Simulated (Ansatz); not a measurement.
SiSe:

```
Si Se
1.0
     3.59520    0.00000    0.00000
    -1.79760    3.11353    0.00000
     0.00000    0.00000    3.59873
Si Se
1 1
Direct
  0.66667 0.33333 0.50000
  0.00000 0.00000 0.00000
```

The cell was built by a generator and needn't be a form met in nature.

* Program: Ansatz 0.2.0
* Task: single point
* Functional: PBE
* Potentials or basis: all-electron LAPW, scalar-relativistic
* Cutoff: 173 eV (chosen from the basis error)
* Basis error allowed: 0.001 eV/atom
* k mesh: 9 × 9 × 7
* Occupations: fermi-dirac, width 0.05 eV
* Spin: no spin polarisation

On this cell: pressure 0.4 GPa; largest force under 0.003 eV/Å; band gap on the k mesh none (metal or under the smearing width).

The same run follows on a disturbed copy (atoms moved at random, drawn with an rms of 0.05 Å):

```
CELL_PARAMETERS angstrom
3.59520 0.00000 0.00000
-1.79760 3.11353 0.00000
0.00000 0.00000 3.59873
ATOMIC_POSITIONS crystal
Si 0.66090 0.33920 0.49808
Se 0.00486 0.99729 0.00017
```

What changes?

The energy (extrapolated to zero smearing) moves by +1.1 meV/atom; pressure 0.4 GPa; largest force 0.079 eV/Å; band gap on the k mesh none (metal or under the smearing width).

Forces on the atoms (eV/Å):
```
Si   0.067 -0.034 -0.025
Se  -0.067  0.034  0.025
```

Stress tensor (GPa, compression positive):
```
 0.12  0.05  0.03
 0.05  0.18 -0.01
 0.03 -0.01  0.94
```
